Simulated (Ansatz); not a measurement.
# C2H9AlN2: the cost of one run

Program: Ansatz 0.2.0. Level of theory: UKS B3LYP-D4/STO-3G. These are calculated values, not measurements.

### 1 The structure to begin with

Bond lengths: C1–N2 1.430 Å, N2–C3 1.466 Å, C3–Al4 1.993 Å, Al4–N5 1.936 Å, C1–H6 1.067 Å, C1–H7 1.109 Å, C1–H8 1.167 Å, N2–H9 1.058 Å, C3–H10 1.152 Å, C3–H11 1.084 Å, Al4–H12 1.555 Å, N5–H13 1.078 Å, N5–H14 1.045 Å. Angles (14 of 21 angles, heavy atoms first): C1–N2–C3 110.4°, N2–C3–Al4 112.8°, C3–Al4–N5 118.0°, C1–N2–H9 105.9°, C3–N2–H9 110.4°, N2–C1–H6 115.2°, N2–C1–H7 109.6°, N2–C1–H8 107.1°, N2–C3–H10 106.7°, N2–C3–H11 112.1°, Al4–C3–H10 103.2°, Al4–C3–H11 113.2°, C3–Al4–H12 122.3°, N5–Al4–H12 119.5°.

Coordinates:

```xyz
14

C    -0.9643   -1.3776    0.7463
N     0.3500   -0.8567    0.9604
C     1.0174   -0.6120   -0.3222
Al    0.7853    1.2580   -0.9698
N    -0.4145    2.4178    0.0125
H    -1.0071   -2.2971    0.2072
H    -1.4950   -1.4603    1.7165
H    -1.5552   -0.5781    0.1345
H     0.8695   -1.5963    1.5109
H     2.1500   -0.6841   -0.1258
H     0.7580   -1.3567   -1.0656
H     1.4189    1.7611   -2.2980
H    -1.4195    2.0272    0.0188
H    -0.5064    3.3255   -0.4969
```

### 2 Relaxing the start

Input file input.yaml:

```yaml
crystal:
  periodic: [false, false, false]
  atoms:
    - { symbol: C, position_ang: [-0.9643, -1.3776, 0.7463] }
    - { symbol: "N", position_ang: [0.35, -0.8567, 0.9604] }
    - { symbol: C, position_ang: [1.0174, -0.612, -0.3222] }
    - { symbol: Al, position_ang: [0.7853, 1.258, -0.9698] }
    - { symbol: "N", position_ang: [-0.4145, 2.4178, 0.0125] }
    - { symbol: H, position_ang: [-1.0071, -2.2971, 0.2072] }
    - { symbol: H, position_ang: [-1.495, -1.4603, 1.7165] }
    - { symbol: H, position_ang: [-1.5552, -0.5781, 0.1345] }
    - { symbol: H, position_ang: [0.8695, -1.5963, 1.5109] }
    - { symbol: H, position_ang: [2.15, -0.6841, -0.1258] }
    - { symbol: H, position_ang: [0.758, -1.3567, -1.0656] }
    - { symbol: H, position_ang: [1.4189, 1.7611, -2.298] }
    - { symbol: H, position_ang: [-1.4195, 2.0272, 0.0188] }
    - { symbol: H, position_ang: [-0.5064, 3.3255, -0.4969] }
magnetization:
  spin_polarized: true
basis:
  gaussian: { orbitals: STO-3G }
hamiltonian:
  xc: b3lyp
  dispersion: d4
relax:
  f_tol: 0.02
  max_steps: 40
```

The run is started by

```sh
ansatz run input.yaml --threads 1 --pin off --max-ram 2048MiB --backend cpu --events-out ev --progress --plain --runs-dir out
```

What time and memory should one allow on 1 thread of Intel Xeon Platinum 8488C (Sapphire Rapids), shared host?

About 56 s, with a peak of 0.17 GiB.
